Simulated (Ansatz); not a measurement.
# BF2GaH2: the cost of one run

Program: Ansatz 0.2.0, Gaussian basis. Level of theory: the settings change from run to run. These are calculated values, not measurements.

### Step 1. The molecule

An earlier PBE0-D4 in a triple-zeta def2 set relaxation fixed the geometry.

6 atoms, charge 0, spin multiplicity 1.

Atoms are counted from 1 here; the program's logs count them from 0.

Bond lengths: F1–B2 1.320 Å, B2–Ga3 2.119 Å, B2–H5 1.203 Å, Ga3–F4 1.769 Å, Ga3–H6 1.565 Å. Angles: F1–B2–Ga3 119.6°, F1–B2–H5 116.2°, Ga3–B2–H5 124.3°, B2–Ga3–F4 112.4°, B2–Ga3–H6 135.8°, F4–Ga3–H6 111.7°.

### Step 2. B97/def2-SVP

This run has charge +1, multiplicity 2, relativity set to none, high accuracy.

The input, in.yaml:

```yaml
crystal:
  periodic: [false, false, false]
  atoms:
    - {symbol: F, position_ang: [1.026557, -1.493482, -1.136440]}
    - {symbol: B, position_ang: [0.899114, -0.264336, -0.672525]}
    - {symbol: Ga, position_ang: [-0.657351, 0.181538, 0.694213]}
    - {symbol: F, position_ang: [-2.064762, 0.903608, -0.097856]}
    - {symbol: H, position_ang: [1.697578, 0.540366, -1.075537]}
    - {symbol: H, position_ang: [-0.859136, 0.068304, 2.241846]}
basis:
  gaussian: {orbitals: def2-SVP}
total_charge: 1
magnetization: {spin_polarized: true, initial_magnetization: 1}
hamiltonian: {xc: {name: B97}, pseudopotentials: {relativity: none}}
accuracy: high
```

Run with:

```sh
> ansatz run in.yaml --threads 2 --pin off --events-out ev --progress --plain --max-ram 4352MiB
```

**Question.** How long does this run take on 2 threads of Arm Neoverse V1, shared host, and how much memory does it need?

About 27 s, with a peak of 0.75 GiB.
